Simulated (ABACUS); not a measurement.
Crystal: NaLaMnMoO6.

```
CELL_PARAMETERS angstrom
-2.72294 2.72294 3.89889
2.72294 -2.72294 3.89889
2.72294 2.72294 -3.89889
ATOMIC_POSITIONS crystal
Na 0.25000 0.75000 0.50000
La 0.75000 0.25000 0.50000
Mn 0.50000 0.50000 0.00000
Mo 0.00000 0.00000 0.00000
O 0.20766 0.29607 0.50371
O 0.29605 0.79234 0.08841
O 0.79236 0.70395 0.49629
O 0.70393 0.20764 0.91159
O 0.25194 0.25194 0.00000
O 0.74806 0.74806 0.00000
```

The cell was built by a generator and needn't be a form met in nature.

Program: ABACUS 3.10.1. Alike in all runs: task single point; spin collinear, ferromagnetic start; cell as given; k mesh 5 × 5 × 5; smearing fermi-dirac 0.05 eV.

Task: Order these runs on this cell by their pressure, lowest first.
A. level PBE; potentials or basis Ansatz NC PBE, TZDP LCAO (the cutoffs set its grid); cutoff (eV) 1510; radial cutoff of the potentials (pseudo_rcut) 7 bohr; SCF threshold on the density 1e-07; eigensolver genelpa
B. level PBEsol; potentials or basis PseudoDojo NC SR 0.5 PBE standard, plane waves; cutoff (eV) 1510; radial cutoff of the potentials (pseudo_rcut) 7 bohr; SCF threshold on the density 1e-08; eigensolver dav
C. level LDA; potentials or basis GBRV ultrasoft 1.5 LDA, plane waves; cutoff (eV) 544; radial cutoff of the potentials (pseudo_rcut) 10 bohr; SCF threshold on the density 1e-08; eigensolver dav

Result: C (-11.6 GPa), B (-5.6 GPa), A (1.5 GPa).

Caveats: a cell with one magnetic atom can't hold antiferromagnetic order, which such compounds often take; the atomic orbitals were generated for these runs and aren't a published set (some runs); the basis of atomic orbitals isn't converged, which shifts pressures, moduli and gaps (some runs); there are fewer bands than atomic start orbitals, so a level may be missed at k points of high symmetry (some runs); the potentials were made for another functional, which shifts forces and pressure (some runs).

Not every run made on this cell is shown here.
